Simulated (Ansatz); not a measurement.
# CH5BFGa: basis-set convergence

Aim: see how fast density functionals converge with the basis set for CH5BFGa.

Program: Ansatz 0.2.0, Gaussian basis. Level of theory: one geometry, several basis sets. These are calculated values, not measurements.

Plan: PBE0-D4/def2-SVP; ωB97M-V/def2-SVP; PBE0-D4/def2-QZVPP; ωB97M-V/def2-QZVPP; the functionals' def2-TZVPP values are taken from earlier runs.

**1. Structure used throughout**

An earlier PBE0-D4 in a triple-zeta def2 set relaxation fixed the geometry.

9 atoms, charge 0, spin multiplicity 1.

Atoms are counted from 1 here; the program's logs count them from 0.

Bond lengths: B1–C2 1.461 Å, B1–Ga4 2.213 Å, B1–H5 1.236 Å, B1–H6 1.189 Å, C2–F3 1.352 Å, C2–Ga4 2.261 Å, C2–H7 1.090 Å, Ga4–H8 1.561 Å, Ga4–H9 1.560 Å. Angles: C2–B1–Ga4 72.7°, C2–B1–H5 112.8°, C2–B1–H6 126.8°, Ga4–B1–H5 70.4°, Ga4–B1–H6 117.0°, H5–B1–H6 119.8°, B1–C2–F3 123.2°, B1–C2–Ga4 69.2°, B1–C2–H7 126.3°, F3–C2–Ga4 120.4°, F3–C2–H7 109.8°, Ga4–C2–H7 92.5°, B1–Ga4–C2 38.1°, B1–Ga4–H8 126.3°, B1–Ga4–H9 105.3°, C2–Ga4–H8 104.1°, C2–Ga4–H9 129.6°, H8–Ga4–H9 125.2°.

**2. PBE0-D4 in def2-SVP**

The input, in.yaml:

```yaml
crystal:
  periodic: [false, false, false]
  atoms:
    - {symbol: B, position_ang: [-0.386258, 0.926609, 0.477319]}
    - {symbol: C, position_ang: [0.826842, 0.725695, -0.311256]}
    - {symbol: F, position_ang: [2.071871, 0.835751, 0.205240]}
    - {symbol: Ga, position_ang: [-0.328357, -1.206924, -0.106110]}
    - {symbol: H, position_ang: [-1.414618, 0.639956, -0.145904]}
    - {symbol: H, position_ang: [-0.448021, 1.166126, 1.640697]}
    - {symbol: H, position_ang: [0.884079, 0.630910, -1.395901]}
    - {symbol: H, position_ang: [-0.391020, -1.768579, -1.561218]}
    - {symbol: H, position_ang: [-0.725917, -1.995846, 1.180131]}
basis:
  gaussian: {orbitals: def2-SVP}
hamiltonian: {xc: pbe0, dispersion: d4}
output: {orbitals: {seedname: orbitals}}
```

Launch:

```bash
> ansatz run in.yaml --threads 2 --pin off --events-out ev --progress --plain --max-ram 4352MiB
```

Further steps of the session: ωB97M-V in def2-SVP; PBE0-D4 in def2-QZVPP; ωB97M-V in def2-QZVPP.

Q: Predict the results of all the runs planned. Wanted: PBE0-D4: double and triple zeta above quadruple; ωB97M-V: double and triple zeta above quadruple.

The runs gave:

```
                                       quantity           value
PBE0-D4: double and triple zeta above quadruple  13.48, 1.43 eV
ωB97M-V: double and triple zeta above quadruple  13.62, 1.39 eV
```

**Reading.** PBE0-D4 gains 12.05 eV from double to triple zeta, then 1.43 eV more. These are total energies; as a rule much of such shifts cancels in differences, which this series doesn't test.
